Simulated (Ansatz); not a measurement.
Ba, space group I4/mcm, a test of the smearing width

Computed with Ansatz's Python interface.

The script, `smear_ba.py`:
```python
"""How the energy of Ba depends on the smearing."""

import ansatz as az

lattice = az.Lattice.of(
    (-4.13119475, 4.13119475, 3.83677065),
    (4.13119475, -4.13119475, 3.83677065),
    (4.13119475, 4.13119475, -3.83677065),
)
sites = [
    ("Ba", (0.81814211, 0.68185789, 0.5)),
    ("Ba", (0.18185789, 0.31814211, 0.5)),
    ("Ba", (0.31814211, 0.81814211, 0.13628422)),
    ("Ba", (0.68185789, 0.18185789, 0.86371578)),
]
structure = az.Crystal(lattice=lattice)
for symbol, position in sites:
    structure = structure.atom(symbol, position)

model = structure.calculation()
model = model.functional("pbesol").kpoints(4, 4, 4, center="gamma")
model = model.stress()

rows = []
for value in [0.3, 0.2, 0.1, 0.05]:
    data = model.occupations("cold", width=value).run(threads=1, backend="cpu").report
    rows.append((value, data["free_energy_ev"] / len(data["lattice"]["sites"]), data["n_iterations"], sum(data["stress_gpa"][i][i] for i in range(3)) / 3, data["n_kpoints"]))

print("  width (eV)   F/atom (eV)    iterations       P (GPa)      k-points")
for row in rows:
    print(f"{str(row[0]):>12s}  {row[1]:12.5f}  {row[2]:12d}  {row[3]:12.3f}  {row[4]:12d}")

# the last row is the reference
for row in rows[:-1]:
    shift = 1000 * (row[1] - rows[-1][1])
    print(f"{row[0]}: {shift:+.2f} meV/atom" + ("  (within 5 meV)" if abs(shift) < 5 else ""))
```

```console
$ python smear_ba.py
DeckWarning: basis.ecutwfc = 420 eV, auto-derived from the records' recommended cutoffs: set by Ba (normal level)
  width (eV)   F/atom (eV)    iterations       P (GPa)      k-points
         0.3   -5862.44537             7        -0.756            13
         0.2   -5862.44881             7        -0.801            13
         0.1   -5862.45099             7        -0.745            13
        0.05   -5862.45047             7        -0.713            13
0.3: +5.10 meV/atom
0.2: +1.66 meV/atom  (within 5 meV)
0.1: -0.52 meV/atom  (within 5 meV)
```
(Warnings from the package without file and line.)

Going from 0.05 to 0.3 eV changes F by +5.1 meV an atom. This scheme is built to cancel the term in the square of the width, but that needs a smooth density of states and a fine mesh, and here a sizeable shift remains. The pressure moves from -0.71 to -0.76 GPa.

Reading the output:
- For a metal this k-point mesh is coarse: on a finer one energies can move by several to tens of meV an atom and pressures by half a GPa or more, differences at one mesh by less.
- The narrowest width needs the finest mesh, so the last row is no converged reference.
- Pressure is positive in compression.
- This isn't the structure that Ba takes at ambient conditions.
- It ran for 18 s on 1 thread of Arm Neoverse V2, on a shared host, peak memory 0.49 GiB.
